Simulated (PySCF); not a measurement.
# CH10OP2Si2: the cost of one run

Programs: PySCF 2.14.0, with routines of our own; each step states its level. All values are computed. Atoms count from 0.

## 1. The starting structure

16 atoms, charge 0, multiplicity 1; geometry from: GFN2-xTB.

## 2. Optimising the geometry at PBE0-D3(BJ)/def2-SVP

The job: settings as JSON, then the geometry in Å.

```
{"job": {"xc": "PBE0", "basis": "def2-SVP", "d3": "d3bj", "grid": 1, "kind": "geom"}, "charge": 0, "multiplicity": 1}
C     -2.959105    -0.205210    -0.150390
O     -1.576604    -0.065921    -0.299905
Si    -0.358573    -0.861179     0.408064
Si     1.411315     0.212606    -0.660055
P      3.426656    -0.519190     0.035962
P      1.522373     2.463632    -0.515486
H     -3.213436    -1.045794     0.495393
H     -3.404721    -0.362794    -1.134121
H     -3.365274     0.711144     0.282403
H     -0.477493    -2.312449     0.191742
H     -0.406895    -0.708590     1.875660
H      1.477727    -0.029143    -2.117872
H      3.102959    -0.557289     1.379176
H      3.106148    -1.851608    -0.126535
H      1.557174     2.502685     0.871169
H      0.150150     2.638045    -0.546616
```

On the command line:

```bash
OMP_NUM_THREADS=1 python excited_run.py task.json out
```

This one command runs all jobs of the session in turn.

**Question.** How long does this first job take on 1 thread of AMD EPYC 9R45, shared host, and how much memory does it need?

About 68 s, with a peak of 0.69 GiB.
